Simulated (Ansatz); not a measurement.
**CHClGa (quartet): the correlation ladder at a displaced geometry (v2), cc-pVDZ**

How much of the correlation energy of CHClGa (quartet) does each wave-function method recover here?

Program: Ansatz 0.2.0, Gaussian basis. Level of theory: cc-pVDZ, core rule «outside noble gas», up to 20 orbitals frozen. These are calculated values, not measurements.

Plan: UHF; CCSD(T) on ROHF; CCSD(T) on UHF; BCCD(T) on ROHF; CISD; CCSDT(Q) on ROHF; CCSDT(Q) on UHF.

23 further runs of the same task are left out: 13 that didn't finish, 10 set aside as unsound or not needed.

### Step 1. The system

The geometry is a PBE0/def2-TZVP stationary point (not a proven minimum) with its atoms shifted at random (size 0.100 Å). No spin-orbit coupling is included. The filled d shell of Ga may be among the frozen orbitals whatever the setting's name suggests; the logs give the count.

4 atoms, charge 0, spin multiplicity 4.

Atoms are counted from 1 here; the program's logs count them from 0.

Bond lengths: C1–Ga2 1.941 Å, C1–H4 1.170 Å, Ga2–Cl3 2.196 Å. Angles: Ga2–C1–H4 151.2°, C1–Ga2–Cl3 116.7°.

### Step 2. UHF

Contents of in.yaml:

```yaml
crystal:
  periodic: [false, false, false]
  atoms:
    - {symbol: C, position_ang: [0.123775, -0.929844, 1.878803]}
    - {symbol: Ga, position_ang: [-0.041099, 0.382380, 0.457740]}
    - {symbol: Cl, position_ang: [0.035521, -0.379086, -1.600881]}
    - {symbol: H, position_ang: [0.118630, -2.036651, 2.257332]}
basis:
  gaussian: {orbitals: cc-pVDZ}
magnetization: {spin_polarized: true, initial_magnetization: 3}
hamiltonian: {xc: hf}
output: {orbitals: {seedname: orbitals}}
```

Run with:

```
ansatz run in.yaml --threads 1 --pin off --events-out ev --progress --plain --max-ram 2393MiB
```

Further steps of the session: CCSD(T) on ROHF; CCSD(T) on UHF; BCCD(T) on ROHF; CISD; CCSDT(Q) on ROHF; CCSDT(Q) on UHF.

**Question.** What will the summary of the whole plan be? Wanted: UCCSDT(Q) below the RHF energy; RMP2 from UCCSDT(Q); UMP2 from UCCSDT(Q); RCCSD from UCCSDT(Q); RCCSD(T) from UCCSDT(Q); UCCSD(T) from UCCSDT(Q); RCCSDT(Q) from UCCSDT(Q); T1 diagnostic.

As calculated:

```
                         quantity                      value
   UCCSDT(Q) below the RHF energy                 -8.3956 eV
              RMP2 from UCCSDT(Q)                +1195.5 meV
              UMP2 from UCCSDT(Q)                +1192.9 meV
             RCCSD from UCCSDT(Q)                 +256.7 meV
          RCCSD(T) from UCCSDT(Q)                  +57.8 meV
          UCCSD(T) from UCCSDT(Q)                  +49.8 meV
         RCCSDT(Q) from UCCSDT(Q)                   +9.9 meV
levels within 1 kcal/mol (43 meV)  RCCSDT, UCCSDT, RCCSDT(Q)
                    T1 diagnostic                      0.023
```

**Reading.** RCCSD(T) misses by +57.8 meV, 0.7 % of the correlation energy. These misses are within one basis, not against nature; the frozen cores of restricted and unrestricted runs differ, which can shift their rows.
